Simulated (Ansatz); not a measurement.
# C₂H₇AlSi: shape, modes and thermochemistry

Aim: relax C₂H₇AlSi from a cheap starting geometry, check the end point by its vibrations and derive ideal-gas thermochemistry, and look at its orbitals and charge.

Computed with Ansatz 0.2.0, Gaussian basis. Level: RKS PBE0-D4/def2-TZVP.

The runs, in order: relaxation at PBE-D4/def2-SVP; relaxation at PBE0-D4/def2-TZVP; harmonic vibrations at the same level; a single point in def2-TZVPP for the fields.

## 1. The system as given

SMILES `[SiH3][CH]1[CH2][AlH]1`, 11 atoms, charge 0, spin multiplicity 1.

Atoms are counted from 1 here; the program's logs count them from 0.

Bond lengths: Si1–C2 1.836 Å, Si1–H5 1.518 Å, Si1–H6 1.527 Å, Si1–H7 1.460 Å, C2–C3 1.494 Å, C2–Al4 2.022 Å, C2–H8 1.066 Å, C3–Al4 1.978 Å, C3–H9 1.146 Å, C3–H10 1.136 Å, Al4–H11 1.599 Å. Angles: C2–Si1–H5 109.6°, C2–Si1–H6 109.6°, C2–Si1–H7 113.9°, H5–Si1–H6 105.7°, H5–Si1–H7 109.4°, H6–Si1–H7 108.3°, Si1–C2–C3 113.5°, Si1–C2–Al4 111.1°, Si1–C2–H8 120.2°, C3–C2–Al4 66.5°, C3–C2–H8 114.1°, Al4–C2–H8 119.7°, C2–C3–Al4 69.7°, C2–C3–H9 118.2°, C2–C3–H10 116.4°, Al4–C3–H9 115.5°, Al4–C3–H10 117.1°, H9–C3–H10 113.3° and more.

The start is a force-field geometry with small random shifts, so a cheaper pass at PBE-D4/def2-SVP comes first.

## 2. Geometry optimisation, PBE-D4/def2-SVP (cheap first pass)

in.yaml reads:

```yaml
crystal:
  periodic: [false, false, false]
  atoms:
    - {symbol: Si, position_ang: [-0.393500, 1.261400, -0.843900]}
    - {symbol: C, position_ang: [-0.561200, -0.203100, 0.250700]}
    - {symbol: C, position_ang: [0.611500, -0.411300, 1.151800]}
    - {symbol: Al, position_ang: [0.659600, -1.700600, -0.347000]}
    - {symbol: H, position_ang: [-1.331300, 1.121100, -2.028900]}
    - {symbol: H, position_ang: [-0.854000, 2.512700, -0.099300]}
    - {symbol: H, position_ang: [0.966400, 1.487200, -1.324300]}
    - {symbol: H, position_ang: [-1.500600, -0.434100, 0.697900]}
    - {symbol: H, position_ang: [1.441900, 0.378900, 1.151000]}
    - {symbol: H, position_ang: [0.387300, -0.827600, 2.184900]}
    - {symbol: H, position_ang: [0.639300, -3.241500, -0.772400]}
basis:
  gaussian: {orbitals: def2-SVP}
hamiltonian: {xc: pbe, dispersion: d4}
relax: {f_tol: 0.03, max_steps: 200}
```

Command:

```console
$ ansatz run in.yaml --threads 2 --pin off --events-out ev --progress --plain --max-ram 4352MiB
```

The log of the run, cut to the lines that bear on the results:

```text
Functional definition: PBE
  name "PBE"
  cite "Perdew, Burke & Ernzerhof, Phys. Rev. Lett. 77, 3865 (1996) doi:10.1103/PhysRevLett.77.3865"
  parent pbe
[...]
1111 factors; their error is unknown
[...]
mean field -16642.93049798 eV, -611.6164148172 hartree, gradient 3.6e-5 eV, S^2 0.000000; 1 other end points of the search recorded, 0 dependent functions left out
[...]
reference -16642.93054046 eV, -611.6164163783 hartree; 23, 23 occupied and 76, 76 virtual orbitals, 1111 factors
relax step   1: F+E_penalty+E_count = -16643.16758832 eV  Δ(F+E_penalty+E_count) = +0.000e0 eV  max|allowed force component| = 2.467e0 eV/Å  Δτ_max = 0.0000 Å  (40 SCF iters, accepted)
[...]
relax step   6: F+E_penalty+E_count = -16643.72640196 eV  Δ(F+E_penalty+E_count) = -4.806e-3 eV  max|allowed force component| = 3.629e-2 eV/Å  Δτ_max = 0.0999 Å  (29 SCF iters, accepted)
[...]
relax step  11: F+E_penalty+E_count = -16643.73234106 eV  Δ(F+E_penalty+E_count) = -1.676e-3 eV  max|allowed force component| = 9.425e-2 eV/Å  Δτ_max = 0.0568 Å  (29 SCF iters, accepted)
[...]
relax step  16: F+E_penalty+E_count = -16643.91224342 eV  Δ(F+E_penalty+E_count) = -1.543e-2 eV  max|allowed force component| = 7.561e-1 eV/Å  Δτ_max = 0.1949 Å  (29 SCF iters, accepted)
[...]
relax step  23: F+E_penalty+E_count = -16643.99420327 eV  Δ(F+E_penalty+E_count) = -6.104e-4 eV  max|allowed force component| = 2.791e-2 eV/Å  Δτ_max = 0.0278 Å  (31 SCF iters, accepted)
1111 factors; their error is unknown
[...]
mean field -16643.74957460 eV, -611.6465153280 hartree, gradient 1.7e-5 eV, S^2 0.000000; 1 other end points of the search recorded, 0 dependent functions left out
[...]
reference -16643.74961552 eV, -611.6465168318 hartree; 23, 23 occupied and 76, 76 virtual orbitals, 1111 factors
Total energy: -16643.99424419 eV, -611.6555067696 hartree
Atom 0 at    -0.541916     1.067051    -0.824127 Å, force    -0.007072     0.016543    -0.000208 eV/Å
Atom 1 at    -0.722167    -0.116928     0.538393 Å, force    -0.022911    -0.013417     0.027913 eV/Å
Atom 2 at     0.538916    -0.357227     1.366389 Å, force    -0.006863    -0.009904    -0.008839 eV/Å
Atom 3 at     0.764844    -1.114409    -0.437545 Å, force     0.009080    -0.018673    -0.008190 eV/Å
Atom 4 at    -1.571854     1.012402    -1.912978 Å, force     0.000762     0.001693    -0.001444 eV/Å
Atom 5 at     0.009310     2.466519    -0.687766 Å, force    -0.001914     0.000235     0.002070 eV/Å
Atom 6 at     0.904036     0.432023    -1.376512 Å, force     0.013959    -0.003476    -0.011624 eV/Å
Atom 7 at    -1.709698    -0.480538     0.869406 Å, force     0.027544     0.006016    -0.006401 eV/Å
Atom 8 at     1.126482     0.506639     1.731628 Å, force    -0.007430     0.006389    -0.005254 eV/Å
Atom 9 at     0.414004    -1.111551     2.166618 Å, force    -0.001396     0.003868     0.004098 eV/Å
Atom 10 at     0.853444    -2.360881    -1.413008 Å, force    -0.003759     0.010726     0.007878 eV/Å
Dipole moment:    -0.049464     0.069607    -0.040076 e Å
```

Run time: 47 s. Hardware: 2 threads of Arm Neoverse V1, shared host.

The steps of the relaxation: (the energy doesn't fall at every step)

| step | energy from step 1 (eV) | largest force component (eV/Å) |
| --- | --- | --- |
| 1 | 0.0000 | 2.4668 |
| 2 | -0.4286 | 1.0966 |
| 3 | -0.5288 | 0.2796 |
| 4 | -0.4951 | 0.4490 |
| 5 | -0.5540 | 0.0555 |
| 6 | -0.5588 | 0.0363 |
| 7 | -0.5571 | 0.1238 |
| 8 | -0.5602 | 0.0308 |
| 9 | -0.5617 | 0.0379 |
| 10 | -0.5631 | 0.0597 |
| 11 | -0.5648 | 0.0942 |
| 12 | -0.5690 | 0.2732 |
| 13 | -0.5794 | 0.3249 |
| 14 | -0.6321 | 0.4530 |
| 15 | -0.7292 | 0.3681 |
| 16 | -0.7447 | 0.7561 |
| 17 | -0.7982 | 0.2096 |
| 18 | -0.8152 | 0.1401 |
| 19 | -0.8127 | 0.2914 |
| 20 | -0.8213 | 0.0480 |
| 21 | -0.8246 | 0.0670 |
| 22 | -0.8260 | 0.0387 |
| 23 | -0.8266 | 0.0279 |

Distances of close pairs at the start and the end, largest changes first:

| bond | before (Å) | after (Å) | change (Å) |
| --- | --- | --- | --- |
| Al4–H7 | 3.348 | 1.815 | -1.534 |
| Si1–Al4 | 3.183 | 2.572 | -0.611 |
| Si1–H7 | 1.460 | 1.673 | +0.213 |
| C3–H9 | 1.146 | 1.107 | -0.040 |
| C2–H8 | 1.066 | 1.103 | +0.037 |
| C2–C3 | 1.494 | 1.528 | +0.034 |
| C3–H10 | 1.136 | 1.107 | -0.029 |
| Si1–C2 | 1.836 | 1.814 | -0.022 |

## 3. Optimising with PBE0-D4/def2-TZVP

in.yaml reads:

```yaml
crystal:
  periodic: [false, false, false]
  atoms:
    - {symbol: Si, position_ang: [-0.541916, 1.067051, -0.824127]}
    - {symbol: C, position_ang: [-0.722167, -0.116928, 0.538393]}
    - {symbol: C, position_ang: [0.538916, -0.357227, 1.366389]}
    - {symbol: Al, position_ang: [0.764844, -1.114409, -0.437545]}
    - {symbol: H, position_ang: [-1.571854, 1.012402, -1.912978]}
    - {symbol: H, position_ang: [0.009310, 2.466519, -0.687766]}
    - {symbol: H, position_ang: [0.904036, 0.432023, -1.376512]}
    - {symbol: H, position_ang: [-1.709698, -0.480538, 0.869406]}
    - {symbol: H, position_ang: [1.126482, 0.506639, 1.731628]}
    - {symbol: H, position_ang: [0.414004, -1.111551, 2.166618]}
    - {symbol: H, position_ang: [0.853444, -2.360881, -1.413008]}
basis:
  gaussian: {orbitals: def2-TZVP}
hamiltonian: {xc: pbe0, dispersion: d4}
relax: {f_tol: 0.005, max_steps: 150}
```

Same command.

The log of the run, cut to the lines that bear on the results:

```text
Functional definition: PBE0
  name "PBE0"
  cite "Adamo & Barone, J. Chem. Phys. 110, 6158 (1999) doi:10.1063/1.478522"
  cite "Perdew, Burke & Ernzerhof, Phys. Rev. Lett. 77, 3865 (1996) doi:10.1103/PhysRevLett.77.3865"
  parent pbe
[...]
1215 factors; their error is unknown
[...]
mean field -16653.00714740 eV, -611.9867248531 hartree, gradient 1.6e-5 eV, S^2 0.000000; 0 other end points of the search recorded, 0 dependent functions left out
[...]
reference -16653.00718427 eV, -611.9867262084 hartree; 23, 23 occupied and 155, 155 virtual orbitals, 1215 factors
relax step   1: F+E_penalty+E_count = -16653.21337079 eV  Δ(F+E_penalty+E_count) = +0.000e0 eV  max|allowed force component| = 5.850e-1 eV/Å  Δτ_max = 0.0000 Å  (29 SCF iters, accepted)
[...]
Atom 1 at    -0.734769    -0.141622     0.512078 Å, force     0.001183    -0.000191    -0.000638 eV/Å
Atom 2 at     0.552116    -0.365052     1.331362 Å, force     0.000062     0.001251    -0.000069 eV/Å
Atom 3 at     0.681042    -1.159174    -0.423963 Å, force     0.000137     0.001159    -0.000103 eV/Å
Atom 4 at    -1.528631     1.040408    -1.902033 Å, force    -0.000068     0.000106     0.000432 eV/Å
Atom 5 at     0.001632     2.439631    -0.622204 Å, force    -0.000470     0.000220     0.000367 eV/Å
Atom 6 at     0.834734     0.412524    -1.400747 Å, force    -0.000611    -0.000557     0.000339 eV/Å
Atom 7 at    -1.708319    -0.403940     0.909995 Å, force    -0.000767    -0.000036     0.000128 eV/Å
Atom 8 at     1.098878     0.507250     1.685249 Å, force     0.000373     0.000344    -0.000246 eV/Å
Atom 9 at     0.419530    -1.084455     2.139490 Å, force    -0.000922    -0.000574     0.000334 eV/Å
Atom 10 at     0.971948    -2.358333    -1.395453 Å, force     0.000160    -0.001215    -0.000685 eV/Å
Dipole moment:    -0.039154     0.041425    -0.082704 e Å
```

It took 56 s on 2 threads of Arm Neoverse V1, shared host; peak memory 0.43 GiB.

The steps of the relaxation:

| step | energy from step 1 (eV) | largest force component (eV/Å) |
| --- | --- | --- |
| 1 | 0.0000 | 0.5850 |
| 2 | -0.0439 | 0.2552 |
| 3 | -0.0540 | 0.1348 |
| 4 | -0.0563 | 0.1878 |
| 5 | -0.0615 | 0.1064 |
| 6 | -0.0606 | 0.1574 |
| 7 | -0.0625 | 0.0231 |
| 8 | -0.0626 | 0.0083 |
| 9 | -0.0626 | 0.0058 |
| 10 | -0.0626 | 0.0013 |

Distances of close pairs at the start and the end, largest changes first:

| bond | before (Å) | after (Å) | change (Å) |
| --- | --- | --- | --- |
| C2–Al4 | 2.039 | 1.979 | -0.060 |
| Si1–H7 | 1.673 | 1.613 | -0.060 |
| Al4–H7 | 1.815 | 1.857 | +0.042 |
| C3–Al4 | 1.969 | 1.931 | -0.038 |
| Si1–Al4 | 2.572 | 2.551 | -0.021 |
| C2–H8 | 1.103 | 1.084 | -0.019 |
| Si1–H6 | 1.510 | 1.492 | -0.018 |
| C3–H9 | 1.107 | 1.089 | -0.018 |

Mulliken charges of the relaxed molecule (report file):

| atom | value (e) |
| --- | --- |
| Si1 | 0.17 |
| C2 | -0.32 |
| C3 | -0.41 |
| Al4 | 0.28 |
| H5 | -0.01 |
| H6 | -0.02 |
| H7 | 0.00 |
| H8 | 0.13 |
| H9 | 0.13 |
| H10 | 0.12 |
| H11 | -0.08 |

## 4. Harmonic vibrations

in.yaml reads:

```yaml
crystal:
  periodic: [false, false, false]
  atoms:
    - {symbol: Si, position_ang: [-0.522760, 1.055862, -0.813276]}
    - {symbol: C, position_ang: [-0.734769, -0.141622, 0.512078]}
    - {symbol: C, position_ang: [0.552116, -0.365052, 1.331362]}
    - {symbol: Al, position_ang: [0.681042, -1.159174, -0.423963]}
    - {symbol: H, position_ang: [-1.528631, 1.040408, -1.902033]}
    - {symbol: H, position_ang: [0.001632, 2.439631, -0.622204]}
    - {symbol: H, position_ang: [0.834734, 0.412524, -1.400747]}
    - {symbol: H, position_ang: [-1.708319, -0.403940, 0.909995]}
    - {symbol: H, position_ang: [1.098878, 0.507250, 1.685249]}
    - {symbol: H, position_ang: [0.419530, -1.084455, 2.139490]}
    - {symbol: H, position_ang: [0.971948, -2.358333, -1.395453]}
basis:
  gaussian: {orbitals: def2-TZVP}
hamiltonian: {xc: pbe0, dispersion: d4}
phonons: {temperatures: {t_min: 298.15, t_max: 900, t_step: 200}}
```

Launched as before.

The log of the run, cut to the lines that bear on the results:

```text
Functional definition: PBE0
  name "PBE0"
  cite "Adamo & Barone, J. Chem. Phys. 110, 6158 (1999) doi:10.1063/1.478522"
  cite "Perdew, Burke & Ernzerhof, Phys. Rev. Lett. 77, 3865 (1996) doi:10.1103/PhysRevLett.77.3865"
  parent pbe
[...]
1215 factors; their error is unknown
[...]
mean field -16653.06897964 eV, -611.9889971461 hartree, gradient 4.7e-5 eV, S^2 0.000000; 0 other end points of the search recorded, 0 dependent functions left out
[...]
reference -16653.06901646 eV, -611.9889984992 hartree; 23, 23 occupied and 155, 155 virtual orbitals, 1215 factors
[...]
1215 factors; their error is unknown
mean field -16653.06890469 eV, -611.9889943918 hartree, gradient 1.1e-6 eV, S^2 0.000000; 0 other end points of the search recorded, 0 dependent functions left out
[...]
reference -16653.06894151 eV, -611.9889957449 hartree; 23, 23 occupied and 155, 155 virtual orbitals, 1215 factors
[...]
Atom 4 at    -1.528631     1.040408    -1.902033 Å, force    -0.000073     0.000098     0.000414 eV/Å
Atom 5 at     0.001632     2.439631    -0.622204 Å, force    -0.000466     0.000214     0.000363 eV/Å
Atom 6 at     0.834734     0.412524    -1.400747 Å, force    -0.000608    -0.000564     0.000316 eV/Å
Atom 7 at    -1.708319    -0.403940     0.909995 Å, force    -0.000776    -0.000035     0.000124 eV/Å
Atom 8 at     1.098878     0.507250     1.685249 Å, force     0.000364     0.000355    -0.000250 eV/Å
Atom 9 at     0.419530    -1.084455     2.139490 Å, force    -0.000931    -0.000591     0.000355 eV/Å
Atom 10 at     0.971948    -2.358333    -1.395453 Å, force     0.000167    -0.001217    -0.000682 eV/Å
Dipole moment:    -0.039155     0.041426    -0.082704 e Å
Vibrations: 203.16 315.60 372.55 399.76 489.74 532.95 586.04 642.63 667.58 690.70 730.93 801.45 819.81 941.25 964.76 974.09 1049.69 1185.44 1281.08 1446.93 1653.27 1980.13 2182.41 2248.60 3088.41 3151.10 3191.36 cm⁻¹, zero-point energy 2.020411 eV
```

It took 4.1 min on 2 threads of Arm Neoverse V1, shared host; peak memory 0.43 GiB.

Motions are named by where the mode's potential energy lies. Wavenumbers, unscaled:

| mode | cm⁻¹ | motion |
| --- | --- | --- |
| 1 | 203 | bend |
| 2 | 316 | bend |
| 3 | 373 | bend |
| 4 | 400 | bend |
| 5 | 490 | bend |
| 6 | 533 | bend with Al–C stretch |
| 7 | 586 | bend |
| 8 | 643 | bend |
| 9 | 668 | bend |
| 10 | 691 | bend |
| 11 | 731 | bend |
| 12 | 801 | bend with Si–C stretch |
| 13 | 820 | bend |
| 14 | 941 | bend |
| 15 | 965 | bend |
| 16 | 974 | bend |
| 17 | 1050 | bend |
| 18 | 1185 | bend |
| 19 | 1281 | bend with Al–H stretch |
| 20 | 1447 | bend |
| 21 | 1653 | Si–H stretch with bend |
| 22 | 1980 | Al–H stretch |
| 23 | 2182 | Si–H stretch |
| 24 | 2249 | Si–H stretch |
| 25 | 3088 | C–H stretch |
| 26 | 3151 | C–H stretch |
| 27 | 3191 | C–H stretch |

From these modes and the moments of inertia (298.15 K, 1 bar, symmetry number 1):

| term | value |
| --- | --- |
| zero-point energy | 46.6 kcal/mol |
| H(298) − E | 50.9 kcal/mol |
| entropy, translation | 164.4 J/(mol K) |
| entropy, rotation | 107.6 J/(mol K) |
| entropy, vibration | 39.4 J/(mol K) |
| entropy, total | 311.5 J/(mol K) |

## 5. Fields at the relaxed geometry

Edit in.yaml of step 4 so:

```diff
@@ -15,4 +15,4 @@
 basis:
-  gaussian: {orbitals: def2-TZVP}
+  gaussian: {orbitals: def2-TZVPP}
 hamiltonian: {xc: pbe0, dispersion: d4}
-phonons: {temperatures: {t_min: 298.15, t_max: 900, t_step: 200}}
+output: {orbitals: {seedname: orbitals}}
```

Launched as before.

The log of the run:

```text
Functional definition: PBE0
  name "PBE0"
  cite "Adamo & Barone, J. Chem. Phys. 110, 6158 (1999) doi:10.1063/1.478522"
  cite "Perdew, Burke & Ernzerhof, Phys. Rev. Lett. 77, 3865 (1996) doi:10.1103/PhysRevLett.77.3865"
  parent pbe
  parameter a = 0.25
  parameter kappa = 0.804
  parameter beta = 0.06672455060314922
  exchange = (1 - a)*pbe_x(kappa = kappa, mu = beta*pi^2/3) + a*exact_x
  correlation = pbe_c(beta = beta)
1364 factors; their error is unknown
mean field evaluation 1: about -16640.8313 eV, gradient 7.0e1 eV
mean field evaluation 2: about -16603.0486 eV, gradient 1.3e2 eV
mean field evaluation 4: about -16653.0595 eV, gradient 3.7e0 eV
mean field evaluation 8: about -16653.1010 eV, gradient 9.1e-2 eV
mean field evaluation 16: about -16653.1222 eV, gradient 3.5e-5 eV
mean field -16653.12223093 eV, -611.9909540951 hartree, gradient 3.5e-5 eV, S^2 0.000000; 0 other end points of the search recorded, 0 dependent functions left out
reference -16653.12226775 eV, -611.9909554481 hartree; 23, 23 occupied and 221, 221 virtual orbitals, 1364 factors
Total energy: -16653.32928974 eV, -611.9985633660 hartree
```

Wall time 5.5 s (2 threads of Arm Neoverse V1, shared host); peak memory 0.56 GiB.

The fields below are evaluated on a grid from the run's orbitals.

Frontier orbitals at PBE0-D4/def2-TZVPP, with the share of their density that lies nearest to each atom:

| orbital | energy (eV) | lies on |
| --- | --- | --- |
| HOMO-1 | -7.87 | C3 30 %; C2 23 %; H11 11 % |
| HOMO | -5.84 | C2 31 %; Al4 20 %; C3 17 % |
| LUMO | -0.66 | H7 23 %; Al4 18 %; Si1 15 % |

ELF in a plane through or near 4 of the atoms.

Ten even steps from '0' (0.00) to '9' (1.00):
```
0000000000000000000000000000
0000000000000000000000000000
0000000000000000000000000000
0000000000000000000000000000
0000000000000000000000000000
0000000000000000000000000000
0000002343111100011111000000
0000003576445433455688620000
0000002431147767737999951000
0000135516625657737999830000
0001478841124433576654200000
0001377643554116514421000000
0000011111332037611110000000
0000000000001443587410000000
0000000000005999999830000000
0000000000027999999940000000
0000000000015999999810000000
0000000000000468873100000000
0000000000000000000000000000
0000000000000000000000000000
```
The map spans 10.2 Å across and 10.8 Å up, centred on the molecule. Atoms in the plane (x, y in Å): Si1 (-1.4, 0.3), Al4 (0.6, -1.2), H10 (2.3, 0.7), H11 (0.8, -2.8).

On the surface of density 0.002 e/bohr³ the electrostatic potential runs, from the 1st to the 99th percentile, from -0.62 to 1.47 V.

## 6. What came out

```
                  quantity            value
               point group               C1
                     steps          23 + 10
shift from the start (rms)          0.646 Å
              total energy   -16653.2760 eV
           dispersion term         -207 meV
             dipole moment           0.48 D
lowest, highest wavenumber   203, 3191 cm⁻¹
         zero-point energy    46.6 kcal/mol
       entropy at 298.15 K  311.5 J/(mol K)
                HOMO, LUMO  -5.84, -0.66 eV
```

**Reading.** The atoms moved 0.65 Å (rms) from the start; the bond that changed most is Al4–H7, from 3.348 to 1.857 Å. The bonds at the end are not those of the start, so the run found another structure. All wavenumbers are real, so the end point is a minimum. The stiffest mode, 3191 cm⁻¹, is a C–H stretch. Harmonic hybrid wavenumbers usually lie a few per cent above measured fundamentals. The largest Mulliken charge, -0.41 e, sits on C3. The HOMO lies mostly on C2 31 %; Al4 20 % and the LUMO on H7 23 %; Al4 18 %.
